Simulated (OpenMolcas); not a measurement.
# V³⁺ among point charges: CASSCF and CASPT2 levels and susceptibility

Aim: the splitting of the states of V³⁺ in the field of 4 point charges, its lowest levels with spin-orbit coupling and its magnetic susceptibility.

The numbers are computed with OpenMolcas 26.06 (state-averaged CASSCF and CASPT2, spin-orbit coupling by RASSI with atomic mean-field integrals), except any that are marked as measured or tabulated.

### 1 The atom as given

* Species: V³⁺ (vanadium, Z = 23, 20 electrons)
* Basis: ANO-RCC-VDZP [5s4p2d1f], 34 functions
* Scalar Hamiltonian: DKH2, point nucleus
* Inactive shells: 1s 2s 2p 3s 3p
* Active space: 2 electrons in 5 orbitals (3d)
* Some configurations of this space: 3d2
* Orbitals: optimised for each spin and parity, averaged over all roots

The outer shells:

3d2
```
3d [↑ ][↑ ][  ][  ][  ]
```

The ion sits among 4 point charges of -1.5 e arranged as a tetrahedron (Td), 2.31 Å from the ion.

The work runs as a chain of OpenMolcas steps in one folder; each step below is one input file. Labels, J, g values, rates, χT and fits are worked out afterwards by a script from the matrices that RASSI stores.

### 2 GATEWAY and SEWARD: basis and integrals

a.inp

```
&GATEWAY
Coord
1

V 0.0 0.0 0.0
Basis=ANO-RCC-VDZP
Group=NoSym
NoMove
AngMom=0.0 0.0 0.0
AMFI
XField
4 Angstrom 0
1.333679 1.333679 1.333679 -1.500000
1.333679 -1.333679 -1.333679 -1.500000
-1.333679 1.333679 -1.333679 -1.500000
-1.333679 -1.333679 1.333679 -1.500000
&SEWARD
```

Launch:

```bash
> OMP_NUM_THREADS=1 MOLCAS_MEM=1689 MOLCAS_PROJECT=a pymolcas a.inp > a.log
```

### 3 Reference wave functions, triplets, 10 roots

a.inp

```
&RASSCF
FileOrb=start.orb
Symmetry=1
Spin=3
nActEl=2 0 0
Inactive=9
Ras2=5
CIRoot=10 10 1
SDav=10
CIMx=300
Iter=120 100
PrWF=0.3
OrbListing=Nothing
MaxOrb=0
>>> COPY $Project.JobIph JOB001
```

start.orb holds the contracted functions of the basis, ordered by shell, or the orbitals of the step before.

### 4 Reference wave functions, singlets, 15 roots

a.inp

```
&RASSCF
FileOrb=start.orb
Symmetry=1
Spin=1
nActEl=2 0 0
Inactive=9
Ras2=5
CIRoot=15 15 1
SDav=15
CIMx=300
Iter=120 100
PrWF=0.3
OrbListing=Nothing
MaxOrb=0
>>> COPY $Project.JobIph JOB002
```

### 5 RASSI: spin-orbit coupling between the states

a.inp

```
&RASSI
NrOfJobIphs=2 10 15
1 2 3 4 5 6 7 8 9 10
1 2 3 4 5 6 7 8 9 10 11 12 13 14 15
IphNames
JOB001
JOB002
EJob
SpinOrbit
DIPRint=1.0
SOCoupling=1000.0
Subsets=2
Property=9
'ANGMOM' 1 'ANGMOM' 2 'ANGMOM' 3 'MLTPL  1' 1 'MLTPL  1' 2 'MLTPL  1' 3
'AMFI' 1 'AMFI' 2 'AMFI' 3
SOProperty=3
'ANGMOM' 1 'ANGMOM' 2 'ANGMOM' 3
```

### 6 CASPT2: IPEA 0.25, imaginary shift 0.1 (closed shells correlated: 3s 3p)

a.inp

```
>>> COPY JOB001 $Project.JobIph
&CASPT2
Multistate=10 1 2 3 4 5 6 7 8 9 10
NoMult
Frozen=5
IPEA=0.25
Imaginary=0.1
MaxIter=60
WThr=0.0 0.3 0.05
PrWF=0.5
NoMix
>>> COPY JOB002 $Project.JobIph
&CASPT2
Multistate=15 1 2 3 4 5 6 7 8 9 10 11 12 13 14 15
NoMult
Frozen=5
IPEA=0.25
Imaginary=0.1
MaxIter=60
WThr=0.0 0.3 0.05
PrWF=0.5
NoMix
```

(Steps that only read results are left out.)

Before running it: what results should come out? Wanted: spin-free ground state; first state of the same spin within the active space; lowest level; next level.

**Answer**, as computed:

| quantity | value |
| --- | --- |
| method | SS-CASPT2, IPEA 0.25, imaginary shift 0.1 (closed shells correlated: 3s 3p) |
| spin-free ground state | 3A2, 1-fold in its orbital part |
| first state of the same spin within the active space | 3T2 at 362 cm⁻¹ |
| lowest level | 3-fold T2 |
| next level | 457.9 cm⁻¹ |
| χT at 300 K | 0.84 cm³ K/mol |
| effective moment at 300 K | 2.60 μB |

Cost by method:

| method | time of its own steps | time with the reference |
| --- | --- | --- |
| A. CASSCF | 4.6 s | 4.6 s |
| B. SS-CASPT2, IPEA 0.25, imaginary shift 0.1, +3s 3p | 1.8 s | 6.5 s |

Times are of one thread on a shared host.

The spin-free ground state (3A2) comes to 100 % from free-ion F terms and keeps the highest spin of the shell. χT at 300 K is 0.84, against 1.00 cm³ K/mol for the spin alone, so spin-orbit coupling lowers it. CASPT2 does not keep the components of a term degenerate, and the means are used. The field of point charges can differ much from that of real complexes. This is an electrostatic model: the charges have no orbitals.
